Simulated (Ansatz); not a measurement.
# CH2FGeO+: functionals against CCSD(T) at one geometry

One table from this session's results is given with a row withheld; the runs are named, their logs left out.

Program: Ansatz 0.2.0, Gaussian basis. Level of theory: single points in def2-TZVPP. These are calculated values, not measurements.

Cores are frozen in the correlated methods. Filled d shells of the heavier atoms are correlated.

### The system as given

SMILES `O=[CH][GeH+][F]`, 6 atoms, charge 1, spin multiplicity 1.

Atoms are counted from 1 here; the program's logs count them from 0.

Bond lengths: O1–C2 1.012 Å, C2–H5 1.135 Å, Ge3–F4 1.793 Å, Ge3–H6 1.696 Å. Angles: O1–C2–H5 157.8°, F4–Ge3–H6 86.5°.

As a file:

```xyz
6
CH2FGeO
O     0.0688   -1.0069   -1.7376
C     0.8098   -0.6146   -1.1700
Ge   -0.1419    0.5272    0.8068
F    -1.8628    0.2015    0.4212
H     1.8641   -0.3036   -0.8857
H    -0.6930    1.0998    2.3048
```

The first run:

Input file run/in.yaml:

```yaml
crystal:
  periodic: [false, false, false]
  atoms:
    - {symbol: O, position_ang: [0.068800, -1.006900, -1.737600]}
    - {symbol: C, position_ang: [0.809800, -0.614600, -1.170000]}
    - {symbol: Ge, position_ang: [-0.141900, 0.527200, 0.806800]}
    - {symbol: F, position_ang: [-1.862800, 0.201500, 0.421200]}
    - {symbol: H, position_ang: [1.864100, -0.303600, -0.885700]}
    - {symbol: H, position_ang: [-0.693000, 1.099800, 2.304800]}
basis:
  gaussian: {orbitals: def2-TZVPP}
total_charge: 1
correlation: {method: ccsd_t}
output: {forces: true}
```

No record of the launch command was kept for these runs.

Steps of the session up to this table: CCSD(T)/def2-TZVPP; PBE0-D4/def2-TZVPP; wB97M-V/def2-TZVPP; r2SCAN-D4/def2-TZVPP; PBE-D4/def2-TZVPP; B97M-V/def2-TZVPP; LC-wPBE/def2-TZVPP.

One of the session's tables, all rows but one given; the rest of the session is left out.

```
   method  RMS force component (eV/Å)  angle to CCSD(T) forces (°)
  CCSD(T)                       7.894                    reference
  PBE0-D4                       7.592                          0.9
  wB97M-V                           ?                            ?
r2SCAN-D4                       7.813                          1.2
   PBE-D4                       8.147                          2.8
   B97M-V                       7.661                          1.2
  LC-wPBE                       7.460                          1.2
```

Estimate the missing values for wB97M-V.

**Answer.** RMS force component (eV/Å): 7.497; angle to CCSD(T) forces (°): 0.7. In the column «RMS force component (eV/Å)» it lies between LC-wPBE (7.460) and PBE0-D4 (7.592).
